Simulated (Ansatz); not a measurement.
# BH3O2Si (SMILES B[Si](=O)O): one structure at several levels

One table from this session's results is given with a row withheld; the runs are named, their logs left out.

The runs use Ansatz 0.2.0, Gaussian basis; single points in def2-TZVPP.

Cores are frozen in the correlated methods.

1 further run of the same task is left out (it didn't finish).

**Where the work starts**

7 atoms, charge 0, spin multiplicity 1.

Atoms are counted from 1 here; the program's logs count them from 0.

Bond lengths: B1–Si2 1.979 Å, B1–H5 1.200 Å, B1–H6 1.235 Å, Si2–O3 1.539 Å, Si2–O4 1.629 Å, O4–H7 0.969 Å. Angles: Si2–B1–H5 122.3°, Si2–B1–H6 122.5°, H5–B1–H6 114.9°, B1–Si2–O3 131.7°, B1–Si2–O4 106.0°, O3–Si2–O4 122.3°, Si2–O4–H7 117.2°.

Geometry (Å):

```tsv
atom	x (Å)	y (Å)	z (Å)
B1	-0.9179	1.0633	-0.0138
Si2	0.5309	-0.2278	0.3765
O3	1.6094	-0.2552	1.4744
O4	0.4464	-1.3619	-0.7896
H5	-0.7819	1.9644	-0.7950
H6	-2.0575	0.9391	0.4443
H7	1.0615	-2.1081	-0.7269
```

The first run:

Contents of run/in.yaml:

```yaml
crystal:
  periodic: [false, false, false]
  atoms:
    - {symbol: B, position_ang: [-0.917851, 1.063334, -0.013756]}
    - {symbol: Si, position_ang: [0.530855, -0.227759, 0.376498]}
    - {symbol: O, position_ang: [1.609412, -0.255240, 1.474435]}
    - {symbol: O, position_ang: [0.446373, -1.361899, -0.789556]}
    - {symbol: H, position_ang: [-0.781896, 1.964413, -0.795002]}
    - {symbol: H, position_ang: [-2.057466, 0.939077, 0.444335]}
    - {symbol: H, position_ang: [1.061525, -2.108120, -0.726904]}
basis:
  gaussian: {orbitals: def2-TZVPP}
hamiltonian: {xc: pbe, dispersion: d4}
output: {forces: true}
```

Command:

```console
$ ansatz run in.yaml --threads 2 --pin off --events-out ev --progress --plain --max-ram 3481MiB
```

Steps of the session up to this table: PBE-D4/def2-TZVPP; r2SCAN-D4/def2-TZVPP; PBE0-D4/def2-TZVPP; wB97M-V/def2-TZVPP; CCSD(T)/def2-TZVPP.

One of the session's tables, all rows but one given; the rest of the session is left out.

```
   method  RMS force component (eV/Å)  angle to CCSD(T) forces (°)  dipole (D)
   PBE-D4                           ?                            ?           ?
r2SCAN-D4                       0.482                          7.7        3.10
  PBE0-D4                       0.578                         13.2        3.25
  wB97M-V                       0.613                         12.5        3.32
  CCSD(T)                       0.534                    reference        3.14
```

Estimate the missing values for PBE-D4.

As computed: RMS force component (eV/Å): 0.358; angle to CCSD(T) forces (°): 30.1; dipole (D): 2.93. In the column «RMS force component (eV/Å)» it is the lowest.

Limits of these values: CCSD(T) in triple zeta still lacks some correlation energy of the bonds, so part of these gaps is its own basis error and they don't rank the functionals.
